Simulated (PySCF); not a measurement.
# [Yb(NH2)4]−: other functionals and bases at one geometry

The task here is to estimate one member of a computed series from the others.

Computed with PySCF 2.14.0. Level: several levels, as the steps say, no spin–orbit coupling.

1 further run of the same task is left out (for a known fault of the program).

## The system as given

13 atoms, charge -1, spin multiplicity 1.

Bond lengths: Yb1–N2 2.206 Å, Yb1–N5 2.206 Å, Yb1–N8 2.206 Å, Yb1–N11 2.206 Å, N2–H3 1.020 Å, N2–H4 1.019 Å, N5–H6 1.019 Å, N5–H7 1.020 Å, N8–H9 1.019 Å, N8–H10 1.020 Å, N11–H12 1.020 Å, N11–H13 1.019 Å. Angles: N2–Yb1–N5 111.5°, N2–Yb1–N8 105.6°, N2–Yb1–N11 111.5°, N5–Yb1–N8 111.5°, N5–Yb1–N11 105.6°, N8–Yb1–N11 111.5°, Yb1–N2–H3 124.1°, Yb1–N2–H4 130.1°, H3–N2–H4 105.8°, Yb1–N5–H6 130.1°, Yb1–N5–H7 124.1°, H6–N5–H7 105.8°, Yb1–N8–H9 130.1°, Yb1–N8–H10 124.1°, H9–N8–H10 105.8°, Yb1–N11–H12 124.1°, Yb1–N11–H13 130.1°, H12–N11–H13 105.8°.

Geometry (Å):

```xyz
13

Yb    0.0000    0.0000    0.0000
N     1.3343    1.3070    1.1742
H     2.2063    0.9960    1.6033
H     1.2665    2.3043    1.3736
N    -1.3342   -1.1743    1.3071
H    -1.2668   -1.3733    2.3042
H    -2.2062   -1.6034    0.9961
N     1.3343   -1.3070   -1.1742
H     1.2665   -2.3043   -1.3736
H     2.2063   -0.9960   -1.6033
N    -1.3342    1.1743   -1.3071
H    -2.2062    1.6034   -0.9961
H    -1.2668    1.3733   -2.3042
```

Formal oxidation states: Yb +3. Each metal's 13 4f electrons lie in its core potential, so multiplicities, spins and levels count the valence alone. An earlier session relaxed this geometry at PBE0, Yb lcecp-1-SVP with ECP59, N def2-SVP, H def2-SVP (singlet, point group S4).

At PBE0 on the finer grid: E = -262.951414 Eh, HOMO -1.13 eV, LUMO 4.27 eV, Mulliken charge on Yb1 +0.59 e, largest force component 0.011 eV/Å. 

Levels to run: r2SCAN; HF; PBE0, TZVP. Hardware: 2 threads of Intel Xeon 6975P-C (Granite Rapids), shared host.

The first run:

Contents of run.py (the lines that set the calculation):

```python
mol = gto.M(atom='''
Yb     0.00003     0.00000     0.00000
N      1.33431     1.30704     1.17423
H      2.20634     0.99596     1.60334
H      1.26653     2.30432     1.37357
N     -1.33418    -1.17426     1.30708
H     -1.26684    -1.37331     2.30421
H     -2.20617    -1.60340     0.99608
N      1.33431    -1.30704    -1.17423
H      1.26653    -2.30432    -1.37357
H      2.20634    -0.99596    -1.60334
N     -1.33418     1.17426    -1.30708
H     -2.20617     1.60340    -0.99608
H     -1.26684     1.37331    -2.30421''',
    basis={'Yb': 'lcecp-1-SVP', 'N': 'def2-SVP', 'H': 'def2-SVP'},
    ecp={'Yb': 'lcecp-1-SVP'},
    charge=-1, spin=0)
mf = dft.RKS(mol, xc='R2SCAN')
mf.grids.atom_grid = (75, 302)  # f atoms: unpruned, at least (60, 302)
mf = mf.density_fit()  # fitting sets: Yb AutoAux, N def2-universal-JKFIT, H def2-universal-JKFIT
mf.conv_tol = 1e-08; mf.max_cycle = 55
mf.kernel(dm0)  # dm0: the density of the relaxed state
```

The run is started by

```
> OMP_NUM_THREADS=2 python run.py
```

Steps of the session up to this table: r2SCAN; HF; PBE0, TZVP.

One table of the session follows, with a row left open; its other results are not shown here.

```
              level  HOMO (eV)  gap (eV)  charge on Yb1 (e)  largest force component (eV/Å)
PBE0 (relaxed here)      -1.13      5.40               0.59                            0.01
             r2SCAN          ?         ?                  ?                               ?
                 HF      -4.61     10.92               1.17                            0.74
         PBE0, TZVP      -1.43      5.41               1.43                            0.30
```

Q: Estimate the row for r2SCAN from the others.

**Answer.** HOMO (eV): -0.03; gap (eV): 4.17; charge on Yb1 (e): 0.55; largest force component (eV/Å): 0.10. In the column «HOMO (eV)» it is the highest.

In one basis the HOMO–LUMO gap runs from 4.17 eV (r2SCAN) to 10.92 eV (HF). The largest leftover force, 0.74 eV/Å with HF, stands at a geometry relaxed at another level. With 4f in the core, its levels are missing from HOMO and gap, and its count is fixed, so no charge can pass from the ligands into it. Total energies of different levels can't be compared.
